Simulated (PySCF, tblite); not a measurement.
# C₃H₁₂O₃SSi₂: geometry, infrared bands and NMR shifts

What infrared bands and NMR shifts should C₃H₁₂O₃SSi₂ (`CO[Si](OC)(OC)S[SiH3]`) show?

Programs: tblite 0.8.0 and PySCF 2.14.0, with density-fitted response routines of our own. Each step states its level of theory. These are calculated values for one molecule in the gas phase, unless marked as measured. Atoms count from 0, in the outputs and in this text.

## Step 1: Starting geometry

21 atoms, charge 0, multiplicity 1; geometry from: force field or distance geometry start.

Bonds of the start (Å): C0–O1 1.41, O1–Si2 1.71, Si2–O3 1.72, O3–C4 1.40, Si2–O5 1.73, O5–C6 1.40, Si2–S7 2.12, S7–Si8 2.13, C0–H9 1.12, C0–H10 1.11, C0–H11 1.10, C4–H12 1.12, C4–H13 1.11, C4–H14 1.10, C6–H15 1.14, C6–H16 1.11, C6–H17 1.09, Si8–H18 1.47, Si8–H19 1.46, Si8–H20 1.48.

## Step 2: Geometry optimisation with GFN2-xTB

The job: settings as JSON, then the geometry in Å.

```
{"job": {"kind": "relax", "xc": "GFN2-xTB", "basis": "xTB"}, "charge": 0, "multiplicity": 1}
C     -0.270700     0.432300     2.546500
O     -1.226600     0.051800     1.576200
Si    -0.423500    -0.219300     0.093400
O     -1.006200    -1.706400    -0.536000
C      0.138600    -2.409300    -0.942400
O     -0.996900     1.014600    -0.978000
C     -2.389700     0.884700    -0.953800
S      1.688400    -0.300600     0.242900
Si     2.686900     1.294700    -0.761400
H     -0.829300     0.535500     3.514500
H      0.411800    -0.437700     2.654600
H      0.264100     1.346600     2.260800
H      0.789600    -1.697200    -1.505100
H     -0.178300    -3.248300    -1.600300
H      0.657800    -2.826900    -0.066500
H     -2.622800     0.502900     0.089700
H     -2.688600     0.059900    -1.634900
H     -2.906100     1.825200    -1.145300
H      3.729500     0.670500    -1.586700
H      1.802500     2.138500    -1.551900
H      3.360400     2.105300     0.283500
```

Run with:

```console
$ OMP_NUM_THREADS=1 python probes_run.py task.json out
```

The driver reads the jobs from task.json and runs them one after another.

**Question.** This job is followed by: GFN2-xTB harmonic vibrations, gas phase; GIAO PBE0/pcSseg-1 NMR shielding, non-relativistic, gas phase. Predict these results of the whole session: strongest single infrared mode (GFN2-xTB); zero-point energy (GFN2-xTB); 13C shifts against TMS (PBE0/pcSseg-1, means over atoms taken as alike); 1H shifts against TMS (PBE0/pcSseg-1, means over atoms taken as alike); 17O shifts against H2O (PBE0/pcSseg-1, means over atoms taken as alike); 29Si shifts against TMS (PBE0/pcSseg-1); 33S shifts against CS2 (PBE0/pcSseg-1).

**Answer**, as computed:

| quantity | value |
| --- | --- |
| strongest single infrared mode (GFN2-xTB) | 780 cm⁻¹, 308 km/mol |
| zero-point energy (GFN2-xTB) | 95.0 kcal/mol |
| 13C shifts against TMS (PBE0/pcSseg-1, means over atoms taken as alike) | 53.3 ppm |
| 1H shifts against TMS (PBE0/pcSseg-1, means over atoms taken as alike) | 4.49, 3.86 ppm |
| 17O shifts against H2O (PBE0/pcSseg-1, means over atoms taken as alike) | 40.8 ppm |
| 29Si shifts against TMS (PBE0/pcSseg-1) | -52.8, -57.7 ppm |
| 33S shifts against CS2 (PBE0/pcSseg-1) | -317 ppm |

**Reading.** The optimisation took 198 steps and gained 1.752 eV; among the close pairs (by a distance rule), Si2–O5 changed most, from 1.732 to 1.622 Å. No mode is imaginary among the 57: a minimum at this level. The strongest single mode, at 780 cm⁻¹, moves mainly H18 and H20. Unscaled tight-binding wavenumbers are off by several per cent, some by more. Its intensities can rank the bands wrongly. At PBE0/pcSseg-1: Shielding is most anisotropic at S7 (span 187 ppm, paramagnetic term -244 ppm).
